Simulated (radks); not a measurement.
**Gd⁺ in [Xe] 4f7 5d1 6s1: an all-electron calculation**

Wanted: eigenvalues, radial structure and energy terms of the gadolinium ion Gd+.

Method: scalar-relativistic Kohn-Sham, PBEsol, spin-unpolarised, spherical densities, finite nucleus. Code: radks (a radial shooting solver on a logarithmic mesh, Libxc functionals) version 1.

**1. What is computed**

| Quantity | Value |
| --- | --- |
| element | gadolinium (Z = 64) |
| charge | +1 |
| electrons | 63 |
| configuration | [Xe] 4f7 5d1 6s1 |
| nuclear rms radius | 5.1569 fm |

The outer shells:

Gd⁺
```
[Xe] core
4f [↑ ][↑ ][↑ ][↑ ][↑ ][↑ ][↑ ]
5d [↑ ][  ][  ][  ][  ]
6s [↑ ]
```

**2. The run**

Settings of this run:

```text
Z 64
configuration [Xe] 4f7 5d1 6s1 6p0 7s0
relativity scalar-relativistic
functional pbe_sol,pbe_sol
spin unpolarised
nucleus finite rms 5.1569 fm
c 137.035999084
```

Run with:

```console
$ python run_ks.py task.json out
```

The same process makes all the runs of this session.

**Question.** What will this run give?

**Answer**, as computed:

| quantity | value |
| --- | --- |
| total energy | -11266.1702 hartree |
| exchange-correlation share of it | 2.17 % |
| −T/E | 1.0736 |
| highest occupied level | 5d, -8.435 eV |
| most extended occupied level | 6s, <r> = 3.64 bohr |
| radius at density 0.001 e/bohr³ | 4.59 bohr |
| maxima of the radial density | 4 |
| ionisation energy, NIST | 12.08 (semi-emp.) eV |

What this shows: The radial density shows 4 maxima for 6 occupied principal shells; where shells overlap, one shows as a shoulder or not at all. Relativity lifts −T/E to 1.074. Minus the highest eigenvalue, 8.435 eV, is 70 % of the tabulated ionisation energy (12.08 eV); the potential of a semilocal functional falls off too fast, so its top eigenvalue is too shallow. Spin polarisation and multiplet splitting are left out. Spin-orbit splitting is averaged out at the scalar-relativistic level.
